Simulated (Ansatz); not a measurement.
# F3GeH: the cost of one run

Method: RKS revPBE-D4/def2-SVP, in Ansatz 0.2.0.

**1. The starting structure**

Bond lengths: Ge1–H2 1.550 Å, Ge1–F3 1.680 Å, Ge1–F4 1.679 Å, Ge1–F5 1.679 Å. Angles: H2–Ge1–F3 109.4°, H2–Ge1–F4 109.5°, H2–Ge1–F5 109.5°, F3–Ge1–F4 109.5°, F3–Ge1–F5 109.5°, F4–Ge1–F5 109.5°.

Coordinates:

```xyz
5

Ge    0.0000    0.0000    0.0000
H     0.0000    0.0000    1.5500
F     1.5842    0.0000   -0.5594
F    -0.7913    1.3709   -0.5594
F    -0.7913   -1.3709   -0.5594
```

**2. Preparing the start**

File input.yaml:

```yaml
crystal:
  periodic: [false, false, false]
  atoms:
    - { symbol: Ge, position_ang: [0.0, 0.0, 0.0] }
    - { symbol: H, position_ang: [0.0, 0.0, 1.55] }
    - { symbol: F, position_ang: [1.5842, 0.0, -0.5594] }
    - { symbol: F, position_ang: [-0.7913, 1.3709, -0.5594] }
    - { symbol: F, position_ang: [-0.7913, -1.3709, -0.5594] }
basis:
  gaussian: { orbitals: def2-SVP }
hamiltonian:
  xc: revpbe
  dispersion: d4
relax:
  f_tol: 0.02
  max_steps: 40
```

The run is started by

```console
> ansatz run input.yaml --threads 1 --pin off --max-ram 2048MiB --backend cpu --events-out ev --progress --plain --runs-dir out
```

**Question.** How long does this run take on 1 thread of Intel Xeon Platinum 8488C (Sapphire Rapids), shared host, and how much memory does it need?

About 7.2 s, with a peak of 0.16 GiB.
